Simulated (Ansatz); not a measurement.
# FeC2S2N2: the cost of one run

Computed with Ansatz 0.2.0 (DFT, PAW plane waves, pbe+U, unless a step's input says otherwise).

### Step 1. Starting point

It takes space group C2/m (No. 12, monoclinic). The conventional cell has a = 10.630 Å, b = 3.742 Å, c = 6.168 Å, α = 90.00°, β = 105.04°, γ = 90.00°. Around Fe (site symmetry 2/m) lie 2 N at 2.06 Å and 4 S at 2.57 Å. Around C (site symmetry m) lie 1 N at 1.18 Å. S (site symmetry m) is surrounded by 1 C at 1.67 Å. N (site symmetry m) has 1 C at 1.18 Å as nearest neighbours.

As a file:

```cif
data_structure
_symmetry_space_group_name_H-M 'P 1'
_symmetry_Int_Tables_number 1
_cell_length_a 11.2694
_cell_length_b 5.6347
_cell_length_c 6.1680
_cell_angle_alpha 104.166
_cell_angle_beta 104.166
_cell_angle_gamma 38.786
_cell_volume 236.95
loop_
_atom_site_label
_atom_site_type_symbol
_atom_site_fract_x
_atom_site_fract_y
_atom_site_fract_z
_atom_site_occupancy
Fe1 Fe 0.00000 0.00000 0.00000 1
C1 C 0.37931 0.75861 0.22200 1
C2 C 0.12069 0.24139 0.77800 1
S1 S 0.30515 0.61030 0.26680 1
S2 S 0.19485 0.38970 0.73320 1
N1 N 0.42982 0.85963 0.17658 1
N2 N 0.07018 0.14037 0.82342 1
Fe2 Fe 0.50000 0.00000 0.00000 1
C3 C 0.87931 0.75861 0.22200 1
C4 C 0.62069 0.24139 0.77800 1
S3 S 0.80515 0.61030 0.26680 1
S4 S 0.69485 0.38970 0.73320 1
N3 N 0.92982 0.85963 0.17658 1
N4 N 0.57018 0.14037 0.82342 1
```

### Step 2. A run

The input, input.yaml:

```yaml
crystal:
  lattice:
    - [10.63, -3.742, 0.0]
    - [5.315, 1.871, 0.0]
    - [-1.6003469, 0.0, 5.95677042]
  atoms:
    - { symbol: Fe, position: [0.0, 0.0, 0.0], spin: 4.0 }
    - { symbol: C, position: [0.379305, 0.75861, 0.222] }
    - { symbol: C, position: [0.120695, 0.24139, 0.778] }
    - { symbol: S, position: [0.30515, 0.6103, 0.2668] }
    - { symbol: S, position: [0.19485, 0.3897, 0.7332] }
    - { symbol: "N", position: [0.429815, 0.85963, 0.17658] }
    - { symbol: "N", position: [0.070185, 0.14037, 0.82342] }
    - { symbol: Fe, position: [0.5, 0.0, 0.0], spin: 4.0 }
    - { symbol: C, position: [0.879305, 0.75861, 0.222] }
    - { symbol: C, position: [0.620695, 0.24139, 0.778] }
    - { symbol: S, position: [0.80515, 0.6103, 0.2668] }
    - { symbol: S, position: [0.69485, 0.3897, 0.7332] }
    - { symbol: "N", position: [0.929815, 0.85963, 0.17658] }
    - { symbol: "N", position: [0.570185, 0.14037, 0.82342] }
  symmetry: { tolerance: 0.0003 }
hamiltonian:
  xc: pbe
  pseudopotentials: { kind: paw, azcp: { folder: soft_1 } }
  hubbard: { sites: [{ species: Fe, l: d, u_eff: 4.0 }] }
basis:
  ecutwfc: 420
magnetization:
  spin_polarized: true
scf:
  occupations: { method: fermi_dirac, width: 0.05 }
kpoints:
  mp_grid: { grid: [3, 6, 4], shift: [0, 0, 0] }
output:
  forces: true
  stress: true
  eigenvalues: true
```

Run with:

```bash
$ ansatz run input.yaml --threads 2 --pin off --max-ram 5632MiB --backend cpu --events-out ev --progress --plain --runs-dir out
```

Q: Estimate wall time and peak memory on 2 threads of Intel Xeon Platinum 8488C (Sapphire Rapids), shared host.

About 2.6 min, with a peak of 2.8 GiB.
